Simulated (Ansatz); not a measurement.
# SnO: the cost of one run

Program: Ansatz 0.2.0 through its Python package. Level of theory: DFT LDA, plane waves, PAW. These are calculated values, not measurements.

## (1) The system

Symmetry: Cmce, No. 64, orthorhombic system. The conventional cell has a = 5.474 Å, b = 5.476 Å, c = 10.222 Å, α = 90.00°, β = 90.00°, γ = 90.00°. Around Sn (site symmetry m) lie 4 O at 2.25 to 2.26 Å. O (site symmetry 2) is surrounded by 4 Sn at 2.25 to 2.26 Å.

No structure file is read: the coordinates are typed or built in the script.

## (2) The code

vcrelax.py

```python
'''Variable-cell relaxation of SnO.'''

import json

import ansatz
from ase import Atoms
from ase.data import atomic_numbers
from ase.neighborlist import neighbor_list
import matplotlib.pyplot as plt
import numpy as np
import spglib

def edges_and_angles(cell):
    cell = np.asarray(cell)
    a, b, c = np.linalg.norm(cell, axis=1)
    cosines = cell[1] @ cell[2] / (b * c), cell[0] @ cell[2] / (a * c), cell[0] @ cell[1] / (a * b)
    return (a, b, c, *np.degrees(np.arccos(cosines)))

atoms = Atoms(
    ['Sn', 'Sn', 'Sn', 'Sn', 'O', 'O', 'O', 'O'],
    scaled_positions=[
        (0.73655, 0.26345, 0.86386),
        (0.26345, 0.73655, 0.13614),
        (0.76345, 0.23655, 0.36386),
        (0.23655, 0.76345, 0.63614),
        (0.26194, 0.23806, 0.25),
        (0.73806, 0.76194, 0.75),
        (0.23806, 0.26194, 0.75),
        (0.76194, 0.73806, 0.25),
    ],
    cell=[
        (2.73691, -2.7378, 0.0),
        (2.73691, 2.7378, 0.0),
        (0.0, 0.0, 10.22196),
    ],
    pbc=True,
)
crystal = ansatz.Crystal.from_ase(atoms)

# only the volume may change
calc = (
    crystal.calculation()
    .functional('LDA')
    .pseudopotentials('paw')
    .basis(510)
    .kpoints(mesh=(6, 6, 2), center='gamma')
    .occupations('cold', width=0.02)
    .relax(force_tolerance=0.01, fix_cell=['shape'])
    .band_table()
)
outcome = calc.run(threads=1, backend='cpu', events_out='sno.ndjson')
with open('sno.ndjson') as stream:
    events = [json.loads(line) for line in stream]
steps = [e['data'] for e in events if e['event'] == 'relax_step']
rep = outcome.report
for s in steps:
    flag = '' if s['accepted'] else '  (rejected)'
    print('step %2d  E = %.5f eV  largest force component = %.4f eV/A%s' % (s['step'], s['lagrangian_ev'], s['allowed_force_max_ev_ang'], flag))

first, last = steps[0], steps[-1]
symbols = [site.symbol for site in outcome.lattice.sites]
print(f'energy gained {first["lagrangian_ev"] - last["lagrangian_ev"]:.4f} eV in {len(steps) - 1} steps')
for label, vectors in (('before', first['cell_ang']), ('after', outcome.lattice.cell_ang)):
    print(label, 'a b c (A) {:.4f} {:.4f} {:.4f}  angles {:.2f} {:.2f} {:.2f}'.format(*edges_and_angles(vectors)), f' V = {abs(np.linalg.det(vectors)):.3f} A^3')
print('final stress xx yy zz (GPa, compression positive):', np.round(np.diag(rep['stress_gpa']), 3) + 0.0)

final = Atoms(symbols, positions=last['positions_ang'], cell=outcome.lattice.cell_ang, pbc=True)
i, j, d = neighbor_list('ijd', final, 4.5)
print('neighbours within 1.1 times the shortest distance of each atom (A)')
for atom in range(len(final)):
    near = [m for m in np.argsort(d) if i[m] == atom]
    shell = [m for m in near if d[m] < 1.1 * d[near[0]]]
    print(f'{symbols[atom]}{atom} ({len(shell)}):', ', '.join(f'{symbols[j[m]]} {d[m]:.3f}' for m in shell))

fractions = [site.position_frac for site in outcome.lattice.sites]
numbers = [atomic_numbers[s] for s in symbols]
for tolerance in (1e-3, 1e-2, 1e-1):
    print(f'space group at {tolerance} A:', spglib.get_spacegroup((outcome.lattice.cell_ang, fractions, numbers), symprec=tolerance))

fig, (top, bottom) = plt.subplots(2, 1, sharex=True, figsize=(4.5, 4))
top.plot([s['lagrangian_ev'] - last['lagrangian_ev'] for s in steps], 'o-')
top.set_ylabel('E - E(final) (eV)')
bottom.semilogy([max(s['allowed_force_max_ev_ang'], 1e-6) for s in steps], 's-')
bottom.set(xlabel='step', ylabel='largest force (eV/A)')
fig.tight_layout()
fig.savefig('relax.png', dpi=100)

print('%-22s %14.5f eV' % ('F = E - TS', rep['free_energy_ev']))
print('%-22s %14.5f eV' % ('E', rep['internal_energy_ev']))
print('%-22s %14.5f eV' % ('Harris-Foulkes', rep['harris_foulkes_ev']))
print('%-22s %14.5f eV' % ('Fermi level', rep['fermi_energy_ev']))

table = np.array(rep['eigenvalues_ev']) - rep['fermi_energy_ev']
filling = np.array(rep['occupations'])
weights = np.tile(rep['kweights'], len(table) // len(rep['kweights']))
print('band   lowest  highest (eV from E_F)  electrons')
for band in range(table.shape[1]):
    if table[:, band].max() > -10:
        print(f'{band + 1:4d} {table[:, band].min():8.3f} {table[:, band].max():8.3f} {weights @ filling[:, band]:18.4f}')
print('electrons counted from the table:', round(float(weights @ filling.sum(axis=1)), 5))
```

## (3) The input behind the calls

The package turns the script's settings into the engine's input:

```yaml
crystal:
  lattice:
    - [2.73691, -2.7378, 0.0]
    - [2.73691, 2.7378, 0.0]
    - [0.0, 0.0, 10.22196]
  atoms:
    - { symbol: Sn, position: [0.73655, 0.26344999999999996, 0.8638599999999999] }
    - { symbol: Sn, position: [0.26345, 0.73655, 0.13614] }
    - { symbol: Sn, position: [0.76345, 0.23655000000000004, 0.36386] }
    - { symbol: Sn, position: [0.23655, 0.76345, 0.63614] }
    - { symbol: O, position: [0.26194, 0.23806, 0.25] }
    - { symbol: O, position: [0.73806, 0.76194, 0.75] }
    - { symbol: O, position: [0.23806, 0.26194, 0.75] }
    - { symbol: O, position: [0.76194, 0.73806, 0.25] }
basis:
  ecutwfc: 510.0
kpoints:
  mp_grid:
    grid: [6, 6, 2]
    shift: [0.0, 0.0, 0.0]
hamiltonian:
  xc: lda
  pseudopotentials:
    kind: paw
scf:
  occupations:
    method: cold
    width: 0.02
relax:
  f_tol: 0.01
  cell:
    fix: [shape]
output:
  eigenvalues: true
```

## (4) Running it

Started as:

```bash
python vcrelax.py
```

**Question.** How long does this script take on 1 thread of Arm Neoverse V2, shared host, and how much memory does it need?

About 82 s, with a peak of 0.64 GiB.
